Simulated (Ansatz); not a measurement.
# F₂GeH₆O₈Si₂: small, medium and large basis sets

The task here is to estimate one member of a computed series from the others.

The runs use Ansatz 0.2.0, Gaussian basis; one geometry, several basis sets.

Plan: PBE0-D4/def2-SVP; ωB97M-V/def2-SVP; PBE0-D4/def2-QZVPP; ωB97M-V/def2-QZVPP; the functionals' def2-TZVPP values are taken from earlier runs.

### The geometry

All runs share one geometry, relaxed beforehand with PBE0-D4 in a triple-zeta def2 set.

SMILES `O[Si](O)(O)[O][Ge]([F])([F])[O][Si](O)(O)O`, 19 atoms, charge 0, spin multiplicity 1.

Atoms are counted from 1 here; the program's logs count them from 0.

Bond lengths: O1–Si2 1.620 Å, O1–H14 0.958 Å, Si2–O3 1.620 Å, Si2–O4 1.648 Å, Si2–O5 1.633 Å, O3–H15 0.964 Å, O4–H16 0.959 Å, O5–Ge6 1.726 Å, Ge6–F7 1.703 Å, Ge6–F8 1.703 Å, Ge6–O9 1.726 Å, O9–Si10 1.634 Å, Si10–O11 1.626 Å, Si10–O12 1.630 Å, Si10–O13 1.627 Å, O11–H17 0.958 Å, O12–H18 0.968 Å, O13–H19 0.958 Å. Angles: Si2–O1–H14 117.8°, O1–Si2–O3 108.5°, O1–Si2–O4 107.9°, O1–Si2–O5 112.2°, O3–Si2–O4 113.1°, O3–Si2–O5 110.2°, O4–Si2–O5 105.1°, Si2–O3–H15 115.1°, Si2–O4–H16 116.9°, Si2–O5–Ge6 136.3°, O5–Ge6–F7 111.1°, O5–Ge6–F8 107.6°, O5–Ge6–O9 113.7°, F7–Ge6–F8 106.3°, F7–Ge6–O9 108.5°, F8–Ge6–O9 109.3°, Ge6–O9–Si10 135.5°, O9–Si10–O11 103.1° and more.

Set-up of the first run:

File in.yaml:

```yaml
crystal:
  periodic: [false, false, false]
  atoms:
    - {symbol: O, position_ang: [-1.069361, -1.105316, -3.300931]}
    - {symbol: Si, position_ang: [-0.368375, -0.751530, -1.883746]}
    - {symbol: O, position_ang: [1.217078, -1.062603, -2.002174]}
    - {symbol: O, position_ang: [-1.115242, -1.640198, -0.714405]}
    - {symbol: O, position_ang: [-0.605925, 0.805193, -1.450756]}
    - {symbol: Ge, position_ang: [-1.260651, 1.633923, -0.085970]}
    - {symbol: F, position_ang: [-2.949982, 1.434446, 0.001137]}
    - {symbol: F, position_ang: [-0.988419, 3.299711, -0.314635]}
    - {symbol: O, position_ang: [-0.572995, 1.144943, 1.419517]}
    - {symbol: Si, position_ang: [0.776882, 0.347408, 1.879473]}
    - {symbol: O, position_ang: [0.505192, 0.041478, 3.453242]}
    - {symbol: O, position_ang: [1.022831, -0.983568, 0.970510]}
    - {symbol: O, position_ang: [2.129430, 1.210552, 1.611328]}
    - {symbol: H, position_ang: [-0.534206, -1.038505, -4.092759]}
    - {symbol: H, position_ang: [1.718234, -0.945733, -1.186960]}
    - {symbol: H, position_ang: [-1.587224, -2.423984, -1.000749]}
    - {symbol: H, position_ang: [1.154775, -0.491595, 3.913556]}
    - {symbol: H, position_ang: [0.240011, -1.499771, 0.731705]}
    - {symbol: H, position_ang: [2.246149, 2.020648, 2.109021]}
basis:
  gaussian: {orbitals: def2-SVP}
hamiltonian: {xc: pbe0, dispersion: d4}
output: {orbitals: {seedname: orbitals}}
```

On the command line:

```console
> ansatz run in.yaml --threads 11 --pin off --events-out ev --progress --plain --max-ram 174080MiB --backend cpu
```

Steps of the session up to this table: PBE0-D4 in def2-SVP; ωB97M-V in def2-SVP; PBE0-D4 in def2-QZVPP; ωB97M-V in def2-QZVPP.

One of the session's tables, all rows but one given; the rest of the session is left out.

It belongs to the step «Functionals by basis». 

| functional | basis | HOMO (eV) |
| --- | --- | --- |
| PBE0-D4 | def2-SVP | -9.11 |
| PBE0-D4 | def2-TZVPP | -9.33 |
| PBE0-D4 | def2-QZVPP | -9.39 |
| ωB97M-V | def2-SVP | -11.55 |
| ωB97M-V | def2-TZVPP | ? |
| ωB97M-V | def2-QZVPP | -11.87 |

Estimate the missing values for ωB97M-V, def2-TZVPP.

As computed: HOMO (eV): -11.80. In the column «HOMO (eV)» it lies between ωB97M-V, def2-QZVPP (-11.87) and ωB97M-V, def2-SVP (-11.55).
